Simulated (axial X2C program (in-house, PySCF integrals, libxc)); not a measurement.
**A two-component session on SrS⁺: EOM-IP-CCSD levels**

Aim: EOM-IP-CCSD levels of SrS⁺, with spin–orbit coupling in the Hamiltonian from the start.

Method: two-component X2C with atomic mean-field terms, Sr dyall-cv3z, S dyall-av3z; program: an in-house X2C program for linear molecules on PySCF integrals.

All values are calculated.

### Step 1. Input

File task.json:

```json
{
 "zs": [
  38,
  16
 ],
 "q": 1,
 "bas": [
  "dyall-cv3z",
  "dyall-av3z"
 ],
 "r0": 2.51,
 "eom": "ip",
 "rq": 0,
 "thr": -2.0,
 "nmax": 95,
 "grid": [
  1,
  0.96,
  1.045,
  0.92,
  1.09,
  1.15
 ]
}
```

Keys: zs atomic numbers; q charge; bas basis sets; r0 starting distance in Å; eom kind of EOM run; thr threshold in hartree for freezing inner shells (an s shell follows its p shell); nmax most natural virtual spinors; grid distances as factors.

The run is started by

```sh
python soeom.py task.json out
```

The runs that follow: EOM-IP-CCSD at 2.422 Å.

**Question.** What will these runs give? Wanted: next root; T1 of the reference.

**Answer**, as computed:

```
              quantity                           value
lowest root at 2.422 Å               Ω = 3/2, 6.437 eV
             next root  Ω = 1/2, about 340 cm⁻¹ higher
   T1 of the reference                           0.018
```

**Reading.** The first ionisation of SrS costs 6.44 eV and empties a spinor of 79% S pπ, 13% Sr dπ. Errors of 0.1 to 0.3 eV are usual at this size, and roots led by higher excitations are left out, so the list is incomplete, and low states of that kind can be missing.
